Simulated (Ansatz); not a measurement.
**GeBr2F2: basis-set convergence**

One table from this session's results is given with a row withheld; the runs are named, their logs left out.

Program: Ansatz 0.2.0, Gaussian basis. Level of theory: one geometry, several basis sets. These are calculated values, not measurements.

Levels to be run: PBE0-D4/def2-SVP; ωB97M-V/def2-SVP; PBE0-D4/def2-QZVPP; ωB97M-V/def2-QZVPP; the functionals' def2-TZVPP values are taken from earlier runs.

### Structure used throughout

The geometry comes from an earlier relaxation with PBE0-D4 in a triple-zeta def2 set; it is a stationary point.

SMILES `[F][Ge]([F])([Br])[Br]`, 5 atoms, charge 0, spin multiplicity 1.

Atoms are counted from 1 here; the program's logs count them from 0.

Bond lengths: F1–Ge2 1.709 Å, Ge2–F3 1.709 Å, Ge2–Br4 2.253 Å, Ge2–Br5 2.253 Å. Angles: F1–Ge2–F3 105.4°, F1–Ge2–Br4 109.2°, F1–Ge2–Br5 109.2°, F3–Ge2–Br4 109.2°, F3–Ge2–Br5 109.2°, Br4–Ge2–Br5 114.4°.

Geometry (Å):

```xyz
5

F     1.1961   -1.2220    0.4561
Ge    0.0230   -0.0444    0.0583
F    -0.7877    0.3007    1.5229
Br   -1.4422   -0.9254   -1.4086
Br    1.0606    1.8177   -0.6701
```

Set-up of the first run:

The input, in.yaml:

```yaml
crystal:
  periodic: [false, false, false]
  atoms:
    - {symbol: F, position_ang: [1.196135, -1.222049, 0.456127]}
    - {symbol: Ge, position_ang: [0.022958, -0.044434, 0.058293]}
    - {symbol: F, position_ang: [-0.787662, 0.300672, 1.522939]}
    - {symbol: Br, position_ang: [-1.442167, -0.925447, -1.408608]}
    - {symbol: Br, position_ang: [1.060637, 1.817657, -0.670051]}
basis:
  gaussian: {orbitals: def2-SVP}
hamiltonian: {xc: pbe0, dispersion: d4}
output: {orbitals: {seedname: orbitals}}
```

Steps of the session up to this table: PBE0-D4 in def2-SVP; ωB97M-V in def2-SVP; PBE0-D4 in def2-QZVPP; ωB97M-V in def2-QZVPP.

One of the session's tables, all rows but one given; the rest of the session is left out.

It belongs to the step «Density functionals: the series». 

| functional | basis | HOMO (eV) | LUMO (eV) |
| --- | --- | --- | --- |
| PBE0-D4 | def2-SVP | -9.23 | -2.21 |
| PBE0-D4 | def2-TZVPP | -9.31 | -2.32 |
| PBE0-D4 | def2-QZVPP | -9.32 | -2.36 |
| ωB97M-V | def2-SVP | -11.41 | -0.07 |
| ωB97M-V | def2-TZVPP | ? | ? |
| ωB97M-V | def2-QZVPP | -11.53 | -0.36 |

Q: Estimate the row for ωB97M-V, def2-TZVPP from the others.

The run gave: HOMO (eV): -11.51; LUMO (eV): -0.28. In the column «HOMO (eV)» it lies between ωB97M-V, def2-QZVPP (-11.53) and ωB97M-V, def2-SVP (-11.41).
